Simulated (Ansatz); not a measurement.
**LaI2: pressure up to the limit of the methods**

Aim: compress LaI2 step by step, far beyond the usual range, and follow pressure and electronic structure. The runs shown use PAW. Its runs: volume scaled by 1 (PAW); volume scaled by 0.65 (PAW); volume scaled by 0.6 (PAW); volume scaled by 0.5 (PAW).

Computed with Ansatz 0.2.0 (DFT, r2SCAN, PAW with Ansatz's default frozen-core files, scalar-relativistic, unless a step's input says otherwise).

## Step 1: Starting point

Symmetry: I4/mmm, No. 139, tetragonal system. The conventional cell has a = 3.922 Å, b = 3.922 Å, c = 13.970 Å, α = 90.00°, β = 90.00°, γ = 90.00°. Around La (site symmetry 4/mmm) lie 8 I at 3.35 Å. Around I (site symmetry 4mm) lie 4 La at 3.35 Å.

As a file:

```cif
data_structure
_symmetry_space_group_name_H-M 'I4/mmm'
_symmetry_Int_Tables_number 139
_cell_length_a 3.9220
_cell_length_b 3.9220
_cell_length_c 13.9700
_cell_angle_alpha 90.000
_cell_angle_beta 90.000
_cell_angle_gamma 90.000
_cell_volume 214.89
loop_
_atom_site_label
_atom_site_type_symbol
_atom_site_symmetry_multiplicity
_atom_site_Wyckoff_symbol
_atom_site_fract_x
_atom_site_fract_y
_atom_site_fract_z
_atom_site_occupancy
La1 La 2 a 0.00000 0.00000 0.00000 1
I1 I 4 e 0.00000 0.00000 0.36500 1
```

The file gives the conventional cell by its symmetry; the runs use the cell typed in the input.

Whether this phase is the stable one at these pressures isn't tested.

Atoms are numbered in the order of the input: La1, I2, I3.

## Step 2: Volume scaled by 1, PAW

File input.yaml:

```yaml
crystal:
  lattice:
    - [-1.961, 1.961, 6.985]
    - [1.961, -1.961, 6.985]
    - [1.961, 1.961, -6.985]
  atoms:
    - { symbol: La, position: [0.0, 0.0, 0.0] }
    - { symbol: I, position: [0.365, 0.365, 0.0] }
    - { symbol: I, position: [0.635, 0.635, 0.0] }
kpoints:
  mp_grid: { grid: [10, 10, 10] }
  band_path:
    path:
      - [0.0, 0.0, 0.0]
      - [0.0, 0.0, 0.5]
      - [0.25, 0.25, 0.25]
      - [0.0, 0.5, 0.0]
      - [0.0, 0.0, 0.0]
      - [0.5, 0.5, -0.5]
      - [0.2697043619, 0.7302956381, -0.2697043619]
      - [-0.2697043619, 0.2697043619, 0.2697043619]
      - [0.0, 0.0, 0.0]
    npoints: 6
scf:
  occupations: { method: fermi_dirac, width: 0.03 }
hamiltonian:
  xc: r2scan
  pseudopotentials: { kind: paw }
output:
  forces: true
  stress: true
  eigenvalues: true
  efg: { contact_densities: true }
  populations: true
  write_density: true
  write_potential: true
  elf: true
  volumetric_format: npy
```

The run is started by

```
> ansatz run input.yaml --threads 1 --pin off --max-ram 3072MiB --backend cpu --events-out ev --progress --plain --runs-dir out
```

## Step 3: Volume scaled by 0.65, PAW

Edit input.yaml of step 2 so:

```diff
@@ -2,5 +2,5 @@
   lattice:
-    - [-1.961, 1.961, 6.985]
-    - [1.961, -1.961, 6.985]
-    - [1.961, 1.961, -6.985]
+    - [-1.6986948856, 1.6986948856, 6.0506801508]
+    - [1.6986948856, -1.6986948856, 6.0506801508]
+    - [1.6986948856, 1.6986948856, -6.0506801508]
   atoms:
@@ -34,5 +34 @@
   populations: true
-  write_density: true
-  write_potential: true
-  elf: true
-  volumetric_format: npy
```

## Step 4: Volume scaled by 0.6, PAW

Edit input.yaml of step 3 so:

```diff
@@ -2,5 +2,5 @@
   lattice:
-    - [-1.6986948856, 1.6986948856, 6.0506801508]
-    - [1.6986948856, -1.6986948856, 6.0506801508]
-    - [1.6986948856, 1.6986948856, -6.0506801508]
+    - [-1.6539714567, 1.6539714567, 5.8913771671]
+    - [1.6539714567, -1.6539714567, 5.8913771671]
+    - [1.6539714567, 1.6539714567, -5.8913771671]
   atoms:
```

## Step 5: Volume scaled by 0.5, PAW

Edit input.yaml of step 4 so:

```diff
@@ -2,5 +2,5 @@
   lattice:
-    - [-1.6539714567, 1.6539714567, 5.8913771671]
-    - [1.6539714567, -1.6539714567, 5.8913771671]
-    - [1.6539714567, 1.6539714567, -5.8913771671]
+    - [-1.5564467314, 1.5564467314, 5.543998174]
+    - [1.5564467314, -1.5564467314, 5.543998174]
+    - [1.5564467314, 1.5564467314, -5.543998174]
   atoms:
@@ -34 +34,5 @@
   populations: true
+  write_density: true
+  write_potential: true
+  elf: true
+  volumetric_format: npy
```

(Steps that only read results are left out.)

Q: Predict the outcome of this session. Wanted: PAW pressure at 0.5 of the volume; fitted bulk modulus at zero pressure.

The runs gave:

| quantity | value |
| --- | --- |
| PAW pressure at 0.5 of the volume | 134.7 GPa |
| fitted bulk modulus at zero pressure (PAW) | 43 GPa |
| its pressure derivative | 4.04 |

**Reading.** At 0.5 of the starting volume PAW gives 135 GPa. One third-order Birch-Murnaghan curve follows these points (B₀ = 43 GPa, B′ = 4.04, misfit at most 0.15 GPa). A fit over so wide a range leans to the high pressures, so B₀ can be off by several per cent. No all-electron run checks these rows here, and frozen cores can fail under such compression. The ions are at rest, and the electrons smeared by 0.03 eV. Spin-orbit coupling is left out, though the cell holds La; in elements this heavy it can shift bands and gaps by tenths of an eV. LaI2 has an odd count of electrons, so a run without spin can force a false metal and spoil its energy.
